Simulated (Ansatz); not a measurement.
AlFe₃B (distorted cell), a single point

Computed with the Python package of Ansatz (0.2.0).

`alfe3b.xyz`
```text
5
Lattice="3.84231 0.02765 -0.0391 0.02765 3.84603 0.02981 -0.0391 0.02981 3.83024" Properties=species:S:1:pos:R:3:initial_magmoms:R:1 pbc="T T T"
Al    1.97031745    1.98016400    1.87923080  0.00
Fe    1.92309974    0.01417115   -0.00666142  3.50
Fe   -0.01189882    1.90640976    3.83778996  3.50
Fe    3.80951202    0.08353133    1.90071759  3.50
B     0.00535967    0.00348169    0.04171511  0.00
```

Notebook, run cell by cell (the value of a cell's last expression is shown):

**Cell 1**
```python
from collections import Counter
from pathlib import Path

import ansatz as az
import numpy as np
from pymatgen.core import Structure
from scipy.ndimage import map_coordinates
```

**Cell 2**
```python
FUNCTIONAL = "PBE"
KGRID = (5, 5, 5)
```

**Cell 3**
```python
crystal = az.Crystal.from_extxyz("alfe3b.xyz")
```

**Cell 4**
```python
[site.symbol for site in crystal.resolved().sites]
```
Output:
```text
['Al', 'Fe', 'Fe', 'Fe', 'B']
```

**Cell 5**
```python
calc = (
    crystal.calculation()
    .functional(FUNCTIONAL)
    .kpoints(*KGRID)
    .pseudopotentials("paw")
    .spin("collinear")
    .occupations(az.OccupationsMethod.GAUSSIAN)
    .forces()
    .density()
    .potential()
    .electron_localization_function()
    .output_files(volumetric_format="npy")
)
history = []
res = calc.session().plan().execute(on_event=lambda event: history.append(event["data"]["dr2_ev"]) if event["event"] == "scf_iter" else None)
summary = res.report
```
Output:
```text
DeckWarning: basis.ecutwfc = 420 eV, auto-derived from the records' recommended cutoffs: set by Al (normal level)
```

**Cell 6**
```python
summary["n_iterations"], summary["closed_by"]
```
Output:
```text
(16, 'deck_thresholds')
```

**Cell 7**
```python
print("density residual by iteration (eV):", " ".join(f"{value:.1e}" for value in history[:40]))
```
Output:
```text
density residual by iteration (eV): 1.4e+01 4.1e+00 9.7e-01 1.5e-01 4.6e-02 2.0e-02 8.1e-03 9.4e-04 7.3e-04 6.6e-05 4.7e-06 4.4e-07 2.2e-07 1.4e-07 1.2e-08 4.1e-08
```

**Cell 8**
```python
print(f"free energy      {summary['free_energy_ev']:.5f} eV")
print(f"per atom         {summary['free_energy_ev'] / len(res.lattice.sites):.5f} eV")
print(f"SCF iterations   {summary['n_iterations']}  (converged: {summary['converged']})")
```
Output:
```text
free energy      -14135.55568 eV
per atom         -2827.11114 eV
SCF iterations   16  (converged: True)
```

**Cell 9**
```python
if res.unlabelled_reasons:
    print("not a label:", res.unlabelled_reasons)
else:
    print(res.training_frame().splitlines()[0], "atoms in the frame")
```
Output:
```text
5 atoms in the frame
```

**Cell 10**
```python
print("site moments (muB):", [round(m, 2) for m in summary["site_moments_mub"]])
print("electrons up, down:", [round(n, 3) for n in summary["spin_occupation_sums"]])
```
Output:
```text
site moments (muB): [-0.11, 1.41, 1.39, 1.4, -0.11]
electrons up, down: [29.088, 24.912]
```

**Cell 11**
```python
final = Structure(res.lattice.cell_ang, [s.symbol for s in res.lattice.sites], [s.position_frac for s in res.lattice.sites])
rho = res.density()
total = sum(channel.density_e_per_ang3 for channel in rho.channels[:2])
grid_cell = np.asarray(rho.fft_grid_basis) @ res.lattice.cell_ang
partner = min(final.get_neighbors(final[0], 5.0), key=lambda n: n.nn_distance)
line = np.linspace(final[0].coords, partner.coords, 13)
points = (line @ np.linalg.inv(grid_cell)) * rho.dims
values = map_coordinates(total, points.T, order=3, mode="grid-wrap")
print(f"from {final[0].specie} to {partner.specie}, {partner.nn_distance:.3f} A")
for t, value in zip(np.linspace(0, partner.nn_distance, 13), values):
    print(f"{t:7.3f} A  {value:9.4f} e/A^3")
```
Output:
```text
from Al to Fe, 2.642 A
  0.000 A     0.0574 e/A^3
  0.220 A     0.0629 e/A^3
  0.440 A     0.0855 e/A^3
  0.660 A     0.1531 e/A^3
  0.881 A     0.2114 e/A^3
  1.101 A     0.2323 e/A^3
  1.321 A     0.2481 e/A^3
  1.541 A     0.3201 e/A^3
  1.761 A     0.6326 e/A^3
  1.981 A     2.7698 e/A^3
  2.202 A    10.3595 e/A^3
  2.422 A    25.5884 e/A^3
  2.642 A    35.5392 e/A^3
```

**Cell 12**
```python
for index, site in enumerate(final):
    near = final.get_neighbors(site, 4.5)
    edge = 1.15 * min(n.nn_distance for n in near)
    shell = Counter((round(n.nn_distance, 2), n.specie.symbol) for n in near if n.nn_distance < edge)
    print(f"{index:2d} {site.specie.symbol:2s}", ", ".join(f"{count} {symbol} at {d:.2f}" for (d, symbol), count in sorted(shell.items())))
```
Output:
```text
 0 Al 2 Fe at 2.64, 1 Fe at 2.67, 3 Fe at 2.70, 1 Fe at 2.72, 2 Fe at 2.75, 1 Fe at 2.76, 1 Fe at 2.78, 1 Fe at 2.79
 1 Fe 2 B at 1.92
 2 Fe 1 B at 1.87, 1 B at 1.97
 3 Fe 1 B at 1.90, 1 B at 1.93
 4 B  1 Fe at 1.87, 1 Fe at 1.90, 2 Fe at 1.92, 1 Fe at 1.93, 1 Fe at 1.97
```

**Cell 13**
```python
folder = Path(res.write_results("fields"))
print("densities in e/A^3, potentials in eV, ELF without unit")
for name in sorted(p.name for p in folder.glob("*.npy")):
    field = np.load(folder / name)
    print(f"{name:16s} {str(field.shape):16s} min {field.min():10.4f}  mean {field.mean():10.4f}  max {field.max():10.4f}")
```
Output:
```text
densities in e/A^3, potentials in eV, ELF without unit
elf.npy          (27, 27, 27)     min     0.0005  mean     0.3482  max     0.8908
elf_dn.npy       (27, 27, 27)     min     0.0004  mean     0.3712  max     0.8912
elf_up.npy       (27, 27, 27)     min     0.0005  mean     0.3245  max     0.8903
rho.npy          (27, 27, 27)     min     0.0586  mean     0.9542  max    35.3735
rho_spin.npy     (27, 27, 27)     min    -0.0569  mean     0.0738  max     3.9691
v_es.npy         (27, 27, 27)     min   -53.2082  mean     6.2910  max    17.8875
v_tot_dn.npy     (27, 27, 27)     min   -76.9750  mean    -5.7186  max     9.0026
v_tot_up.npy     (27, 27, 27)     min   -77.1398  mean    -5.7551  max     9.4036
```

Absolute energies stand on the zero of these potentials, so only differences at equal settings mean something. The magnetic order follows from the starting moments and needn't be the lowest. For a metal this k-point mesh is coarse: on a finer one energies can move by several to tens of meV an atom and pressures by half a GPa or more, differences at one mesh by less. The fields are valence quantities on the plane-wave grid; their values near the nuclei depend on the potentials. The cell is a database structure, distorted on purpose. Warnings are shown shortened and without file and line. The whole script took 58 s on 1 thread of Arm Neoverse V2, on a shared host, peak memory 0.6 GiB.
